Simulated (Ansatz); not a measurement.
# ZrSc2F: from a guess to a relaxed structure, part 2 of 2

The task: take a trial cell of ZrSc2F to zero force and stress.

Ansatz 0.2.0; DFT PBE, scalar-relativistic, plane waves, PAW. Earlier steps stand in the parts before.

## (4) Relaxation on the finer mesh

The end of the coarse run is made exact in the group found at a tolerance of 0.06 Å and reduced to its primitive cell.

Input file input.yaml:

```yaml
crystal:
  lattice:
    - [5.5911845219, 0.0, 0.0]
    - [-2.795592261, 4.8421078332, 0.0]
    - [0.0, 0.0, 4.0524998563]
  atoms:
    - { symbol: Zr, position: [0.0, 0.0, 0.5] }
    - { symbol: Sc, position: [0.3333333333, 0.6666666667, 0.5] }
    - { symbol: Sc, position: [0.6666666667, 0.3333333333, 0.5] }
    - { symbol: F, position: [0.0, 0.0, 0.0] }
basis:
  ecutwfc: 420
kpoints:
  mp_grid: { grid: [9, 9, 12] }
hamiltonian:
  xc: pbe
scf:
  occupations: { method: gaussian, width: 0.1 }
output:
  forces: true
  stress: true
  eigenvalues: true
  write_density: true
  write_potential: true
  elf: true
  volumetric_format: npy
relax:
  adjacent_minimum: "off"
  f_tol: 0.01
  max_steps: 80
  cell: { stress_tol: 0.05 }
```

On the command line:

```sh
$ ansatz run input.yaml --threads 1 --pin off --max-ram 2048MiB --backend cpu --events-out ev --progress --plain --runs-dir out
```

Output, cut to the lines that bear on the results:

```text
Warning: RAYON_NUM_THREADS=1 ignored (pool sized by the plan → 1); use --threads N
[...]
Pseudopotentials: kind: paw
Pseudopotential: Zr, paw, valence charge 12, recommended cutoff 420 eV (normal), Zr.paw.azcp
Pseudopotential: Sc, paw, valence charge 11, recommended cutoff 420 eV (normal), Sc.paw.azcp
Pseudopotential: F, paw, valence charge 7, recommended cutoff 420 eV (normal), F.paw.azcp
Functional definition: PBE
[...]
Crystal: 4 atoms, lattice volume = 109.714 Å³
Basis set: ecut = 420 eV, 2173 PW (Γ), exchange–correlation on 80×80×60 points (8 copies of the dense FFT grid, shifted against one another)
Bands: 25, of which v1, the nominal top of the filled ones, is band 21 counted from 1 (20 counted from 0)
Symmetry: 24 space group operations
Space group: P6/mmm (ITA 191), of the structure as read, at distance tolerance 4.8e-5 Å
k-points: 84 of 972
[...]
       -0.003118       0.000000      -0.000000
        0.000000      -0.003118      -0.000000
       -0.000000      -0.000000      -0.040484
  P = ⅓ Tr σ = -0.0156 GPa (-0.156 kbar)
--- Band table (eV; the first three rows and the last of 84) ---
[... band rows left out ...]
[...]
--- Relaxed structure (2 steps of the walk, 2 accepted, 1 SCFs on fresh bases) ---
  F+E_penalty+E_count = -9262.19597435 eV   max|allowed force component| = 2.139e-17 eV/Å   (the final SCF, on the basis selected at the relaxed cell)
  cell:  # Å, volume = 109.7224 Å³
    - [5.593084092565158, 2.887734797889942e-11, -1.4995672776996228e-34]
    - [-2.796542046307587, 4.843752909649623, 4.251177995639986e-35]
    - [-1.0868888611324786e-34, -2.7172221528311964e-35, 4.050065283237552]
  atoms:
    - { symbol: Zr, position: [-3.0543389514743785e-36, 6.629103174140941e-36, 0.5] }
    - { symbol: Sc, position: [0.33333333333333326, 0.6666666666666667, 0.5] }
    - { symbol: Sc, position: [0.6666666666666667, 0.3333333333333333, 0.5] }
    - { symbol: F, position: [1.2513898633237073e-36, 6.62910317411527e-36, 0.0] }
```

It took 52 s on 1 thread of Arm Neoverse V1, shared host; peak memory 0.5 GiB.

Step by step:

```csv
step,E - E(step 1) (eV/cell),largest force component (eV/Å),pressure (GPa),volume (Å³)
1,0.0000,0.0000,-0.03,109.71
2,0.0000,0.0000,-0.02,109.72
3,-0.0001,0.0000,-0.02,109.72
```

Step 1 is the start. Step 3 repeats the geometry before it on a plane-wave basis chosen anew for that cell, so its energy need not be comparable with the rows above.

|  | before | after | change |
| --- | --- | --- | --- |
| a (Å) | 5.591 | 5.593 | 0.0 % |
| b (Å) | 5.591 | 5.593 | 0.0 % |
| c (Å) | 4.052 | 4.050 | -0.1 % |
| volume (Å³/atom) | 27.43 | 27.43 | 0.0 % |
| shortest distance (Å) | 2.026 | 2.025 | -0.1 % |
| space group (0.01 Å) | P6/mmm | P6/mmm | same |

Forces and stress were held to the start's 24 operations: a distortion of lower symmetry was not tested.

Density in a lattice plane of the grid's cell (edges 5.59 and 5.59 Å, at 0.500 of the third edge), which holds Zr and Sc.

Ten even steps from '0' (0.13 e/Å³) to '9' (7.31 e/Å³):
```
553100000000000000001355
421000000000000000001344
100000000000000000001222
000000002332000000000000
000000136763100000000000
000001479973000000000000
000003799851000000000000
000013787520000000000000
000012443100000000000000
000001110000000001110000
000000000000000134421000
000000000000002578731000
000000000000015899730000
000000000000037997410000
000000000000136763100000
000000000000023320000000
122210000000000000000000
444310000000000000000012
555310000000000000000135
345310000000000000001354
```
Columns run along the first of these edges and rows up along the second, over one cell in 24 and 20 even steps from the bottom left corner. Atoms in the plane (fractional): Zr at (1.00, 0.00), Sc at (0.33, 0.67), Sc at (0.67, 0.33).

ELF in the same plane.

Ten even steps from ' ' (0.04) to '@' (0.79):
```
==%%@@##====**##**++--::::--++####**--==%%@@%%==
@@@@##====++**==::..........--++**==--++%%@@@@@@
%%**==--====::..::--====::....--++==--==##@@@@@@
======++--....==##%%%%%%++::..--++==--==++++**++
==****==..::**@@%%##%%@@**::..==****==----------
##%%++::::**@@**----##@@++..::**%%##**++====++**
%%##--..==%%%%--..++%%##::..==##%%##**====++**%%
##==..::**@@%%++**%%##--..--****++--::::::--==**
==::..::**%%@@@@%%**--..::====::............::==
--::....--++**++--....::--::....--++**++--....::
====::............::====::..--**%%@@@@%%**::..::
##**==--::::::--++****--..--##%%**++%%@@**::..==
%%%%**++====**##%%##==..::##%%++..--%%%%==..--##
##**++====++**##%%**::..++@@##----**@@**::::++%%
==----------==****==..::**@@%%##%%@@**::..==****
==++**++++==--==++--..::++%%%%%%##==....--++====
%%@@@@@@##==--==++--....::====--::..::====--==**
@@@@@@@@%%++--==**++--..........::==**++====##@@
====%%@@%%==--**####++--::::--++**##**====##@@%%
  --%%@@**====##%%%%**==--==**%%%%##====**@@%%--
```
Columns run along the first of these edges and rows up along the second, over one cell in 24 and 20 even steps from the bottom left corner. Atoms in the plane (fractional): Zr at (1.00, 0.00), Sc at (0.33, 0.67), Sc at (0.67, 0.33).

Both are smooth fields of the valence electrons: close to the nuclei they are not physical.

Maxima of ELF outside the ion cores: 0.82 in the shell around F, 0.6 Å from F; 0.70 between the atoms, 1.8 Å from Zr.

## (5) What came out

This closing draws on all 2 parts. Changes of volume or cell count from the first structure of part 1.

```
                                                              quantity                                                                       value
                                symmetry at the end (tolerance 0.05 Å)                                                space group P6/mmm (No. 191)
                                                     conventional cell  a = 5.593 Å, b = 5.593 Å, c = 4.050 Å, α = 90.00°, β = 90.00°, γ = 120.00°
                                                                volume                                                               27.43 Å³/atom
energy over the elements (uncorrected; H, N, O, F and Cl as molecules)                                                               -0.28 eV/atom
                                                       gap on the mesh                                                                none (metal)
```

What this shows: The space group P6/mmm (No. 191) is kept, and the volume per atom grows by 54.1 % from the first guess. A negative formation energy is needed for stability but isn't enough; other structures and compounds were not set against it here. No finished test with a distortion of lower symmetry is shown, so the end may be a saddle point. The final runs have no spin polarisation, so no magnetic state was tried and one may lie lower.
